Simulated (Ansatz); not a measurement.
# One shape, several levels: C2HBF2 (SMILES C#CB(F)F)

Aim: a comparison of 6 runs (HF/STO-3G, HF/3-21G, HF/def2-SVPD, BHLYP/def2-SVPD, CAM-B3LYP/def2-SVPD, PBE0/def2-SVPD) of C2HBF2. 

The results are computed with Ansatz 0.2.0.

36 further runs of the same task are left out: 36 set aside as unsound or not needed.

## (1) The molecule

The species is C2HBF2 (6 atoms), meant as a singlet with charge 0. SMILES: `C#CB(F)F`. The C2–B3 distance was set to 2.281 Å, away from the relaxed value. At this shape a bond of the SMILES string is far longer than usual.

Bond lengths: C1–C2 1.203 Å, B3–F4 1.316 Å, B3–F5 1.316 Å, C1–H6 1.066 Å. Angles: F4–B3–F5 117.8°, C2–C1–H6 180.0°. A long bond or contact: C2–B3 2.281 Å.

## (2) The energy at HF/STO-3G (run 1)

in.yaml

```yaml
crystal:
  periodic: [false, false, false]
  atoms:
    - {symbol: C, position_ang: [-1.303975, 0.668487, 1.848414]}
    - {symbol: C, position_ang: [-0.638875, 0.323887, 0.906714]}
    - {symbol: B, position_ang: [0.622000, -0.329200, -0.878400]}
    - {symbol: F, position_ang: [0.153600, -1.179500, -1.766600]}
    - {symbol: F, position_ang: [1.841700, 0.131700, -1.054100]}
    - {symbol: H, position_ang: [-1.893275, 0.973687, 2.682914]}
basis:
  gaussian:
    orbitals: STO-3G
hamiltonian:
  xc: hf
accuracy: high
output:
  orbitals: {seedname: orbitals}
```

Run with:

```
$ ansatz run in.yaml --threads 1 --pin off --max-ram 3480MiB --events-out events.jsonl --progress --plain --runs-dir runs
```

The log of the run:

```text
Warning: RAYON_NUM_THREADS=1 ignored (pool sized by the plan → 1); use --threads N
Functional definition: HF
  name "HF"
  exchange = exact_x
  correlation = 0
473 factors; integrals over basis functions are off by at most 3.2e-8 eV
mean field evaluation 1: about -8043.7420 eV, gradient 2.9e1 eV
mean field evaluation 2: about -8043.7783 eV, gradient 2.9e1 eV
mean field evaluation 4: about -8047.1718 eV, gradient 2.0e0 eV
mean field evaluation 8: about -8047.1850 eV, gradient 1.6e-4 eV
mean field -8047.18497699 eV, -295.7285933264 hartree, gradient 2.4e-8 eV, S^2 0.000000; 0 other end points of the search recorded, 0 dependent functions left out
reference -8047.18497699 eV, -295.7285933264 hartree; 18, 18 occupied and 8, 8 virtual orbitals, 473 factors
Total energy: -8047.18497699 eV, -295.7285933264 hartree
```

It took 0.18 s on 1 thread of Arm Neoverse V1, shared host.

## (3) The energy at HF/3-21G (run 2)

run.yaml

```yaml
crystal:
  periodic: [false, false, false]
  atoms:
    - {symbol: C, position_ang: [-1.303975, 0.668487, 1.848414]}
    - {symbol: C, position_ang: [-0.638875, 0.323887, 0.906714]}
    - {symbol: B, position_ang: [0.622000, -0.329200, -0.878400]}
    - {symbol: F, position_ang: [0.153600, -1.179500, -1.766600]}
    - {symbol: F, position_ang: [1.841700, 0.131700, -1.054100]}
    - {symbol: H, position_ang: [-1.893275, 0.973687, 2.682914]}
basis:
  gaussian:
    orbitals: 3-21G.json
hamiltonian:
  xc: hf
accuracy: high
output: {orbitals: {seedname: orbitals}}
```

The basis set 3-21G is read from a file made from the Basis Set Exchange's data (not shown).

Run with:

```
$ ansatz run run.yaml --threads 1 --pin off --max-ram 3480MiB --events-out events.jsonl --progress --plain --runs-dir runs
```

The log of the run:

```text
Warning: RAYON_NUM_THREADS=1 ignored (pool sized by the plan → 1); use --threads N
[... 4 set-up lines as earlier in the session ...]
981 factors; integrals over basis functions are off by at most 9.9e-9 eV
mean field evaluation 1: about -8111.5182 eV, gradient 3.3e1 eV
mean field evaluation 2: about -8111.8138 eV, gradient 3.3e1 eV
mean field evaluation 4: about -8114.7379 eV, gradient 3.0e0 eV
mean field evaluation 8: about -8114.7836 eV, gradient 4.0e-1 eV
mean field evaluation 16: about -8114.7841 eV, gradient 2.4e-8 eV
mean field -8114.78407611 eV, -298.2128143987 hartree, gradient 8.5e-8 eV, S^2 0.000000; 0 other end points of the search recorded, 0 dependent functions left out
reference -8114.78407611 eV, -298.2128143987 hartree; 18, 18 occupied and 29, 29 virtual orbitals, 981 factors
Total energy: -8114.78407611 eV, -298.2128143987 hartree
```

It took 0.44 s on 1 thread of Arm Neoverse V1, shared host; peak memory 0.092 GiB.

Runs 3 to 5 aren't shown in full; the table further down has their settings and results.

## (4) The energy at PBE0/def2-SVPD (run 6)

molecule.yaml

```yaml
crystal:
  periodic: [false, false, false]
  atoms:
    - symbol: C
      position_ang: [-1.303975, 0.668487, 1.848414]
    - symbol: C
      position_ang: [-0.638875, 0.323887, 0.906714]
    - symbol: B
      position_ang: [0.622000, -0.329200, -0.878400]
    - symbol: F
      position_ang: [0.153600, -1.179500, -1.766600]
    - symbol: F
      position_ang: [1.841700, 0.131700, -1.054100]
    - symbol: H
      position_ang: [-1.893275, 0.973687, 2.682914]
basis:
  gaussian:
    orbitals: def2-SVPD
accuracy: high
output:
  orbitals: {seedname: orbitals}
hamiltonian:
  xc: {name: PBE0}
```

Run with:

```
$ ansatz run molecule.yaml --threads 1 --pin off --max-ram 3480MiB --events-out events.jsonl --progress --plain --runs-dir runs
```

The log of the run:

```text
Warning: RAYON_NUM_THREADS=1 ignored (pool sized by the plan → 1); use --threads N
Functional definition: PBE0
  name "PBE0"
  parameter a = 0.25
  parameter kappa = 0.804
  parameter beta = 0.06672455060314922
  exchange = (1 - a)*pbe_x(kappa = kappa, mu = beta*pi^2/3) + a*exact_x
  correlation = pbe_c(beta = beta)
2216 factors; integrals over basis functions are off by at most 2.8e-9 eV
mean field evaluation 1: about -8177.3627 eV, gradient 5.2e1 eV
mean field evaluation 2: about -8159.0172 eV, gradient 9.6e1 eV
mean field evaluation 4: about -8183.7606 eV, gradient 7.5e0 eV
mean field evaluation 8: about -8184.0262 eV, gradient 1.3e0 eV
mean field evaluation 16: about -8184.0304 eV, gradient 8.7e-5 eV
mean field -8184.03038189 eV, -300.7575691993 hartree, gradient 4.2e-8 eV, S^2 0.000000; 0 other end points of the search recorded, 0 dependent functions left out
reference -8184.03038497 eV, -300.7575693125 hartree; 18, 18 occupied and 96, 96 virtual orbitals, 2216 factors
Total energy: -8184.03038497 eV, -300.7575693125 hartree
```

Wall time 9.6 s (1 thread of Arm Neoverse V1, shared host); peak memory 0.38 GiB.

## (5) The series

```
run                level  energy (Eh)  HOMO energy (eV)  LUMO energy (eV)  HOMO–LUMO gap (eV)  wall time
  1            HF/STO-3G  -295.728593             -8.12              6.04               14.15     0.18 s
  2             HF/3-21G  -298.212814            -10.81              2.64               13.46     0.44 s
  3         HF/def2-SVPD  -299.604970            -10.94              1.61               12.55      4.5 s
  4      BHLYP/def2-SVPD  -300.943192             -9.25             -0.75                8.49       11 s
  5  CAM-B3LYP/def2-SVPD  -300.977756             -9.54             -0.66                8.88       11 s
  6       PBE0/def2-SVPD  -300.757569             -8.16             -1.75                6.41      9.6 s
```

## (6) What came out

| quantity | value |
| --- | --- |
| run 6: total energy | -300.75757 Eh |
| run 6: HOMO energy | -8.16 eV |
| run 6: LUMO energy | -1.75 eV |
| run 6: HOMO–LUMO gap | 6.41 eV |

In words: The HOMO–LUMO gap runs from 6.41 eV (PBE0/def2-SVPD) to 14.15 eV (HF/STO-3G). The two ends differ in method and basis. Totals of different functionals can't be ranked against each other. In run 1 the basis is minimal, so the values are rough. All runs together took 36 s, the longest 11 s.
